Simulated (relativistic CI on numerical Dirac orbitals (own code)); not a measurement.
# Dy²⁹⁺: how the levels respond to the fine-structure constant and the nuclear radius

How sensitive are the low transitions of Dy²⁹⁺ to a change of α? Wanted is q = dE/dx with x = (α/α0)² − 1, and the field-shift factor by the mean square nuclear radius, for the lowest 30 levels.

The numbers are computed with relativistic CI on numerical Dirac orbitals (own code) version 4 (Dirac-Coulomb-Breit CI, KLI orbitals optimised for each configuration, derivatives by finite differences), except any that are marked as measured or tabulated.

### Step 1. The system

* ion: Dy²⁹⁺ (Dy XXX)
* nuclear charge: 66
* electrons: 37
* isotope: A = 164
* first configuration: [Kr] 4d

Outer shells as boxes (Hund's rule):

[Kr] 4d1
```
[Kr] core
4d [↑ ][  ][  ][  ][  ]
```

### Step 2. The run

Settings, as recorded:

```ini
atom Dy  Z=66  charge=29  electrons=37
nucleus A=164  rms_radius_fm=5.2218
hamiltonian dirac-coulomb  breit=on  qed=off  c_scale=1
orbitals kli  potential=per-configuration
slater_scale 1
correlation none
mixing on
configurations
  [Kr] 4d
  [Ar] 3d10 4s2 4p5 4d2
  [Kr] 4f
  [Ar] 3d10 4s 4p6 4d2
  [Ar] 3d10 4s2 4p5 4d 4f
  [Ar] 3d10 4s 4p6 4d 4f
end
derivatives alpha2 +-0.01 radius +-1%
```

Command:

```console
python run_levels.py task.json out
```

One command runs all members of the session, one after another, from task.json.

Before running it: what results should come out? Wanted: lowest level; largest q in size, lowest 30 levels; largest K in size within the lowest configuration; largest field-shift factor among them.

The runs gave:

| quantity | value |
| --- | --- |
| lowest level | 4d 2D3/2 |
| largest q in size, lowest 30 levels | 270700 cm⁻¹ (4p5 4d2 [4p3/2^3 4d5/2^2] J=5/2° (ii)) |
| largest K in size within the lowest configuration | 2.01 (4d 2D5/2) |
| largest field-shift factor among them | 8.82 GHz/fm² (4p5 4d2 [4p3/2^3 4d5/2^2] J=7/2° (ii)) |

In words: Among these levels the largest q belongs to 4p5 4d2 [4p3/2^3 4d5/2^2] J=5/2° (ii), a change of configuration. The fine-structure partner 2D5/2 has K = 2.01, close to the 2 of an interval that scales as α². K = 2q/E, the relative sensitivity of a level, hangs on the computed energy: between configurations that lie close it can be off by a factor of several.
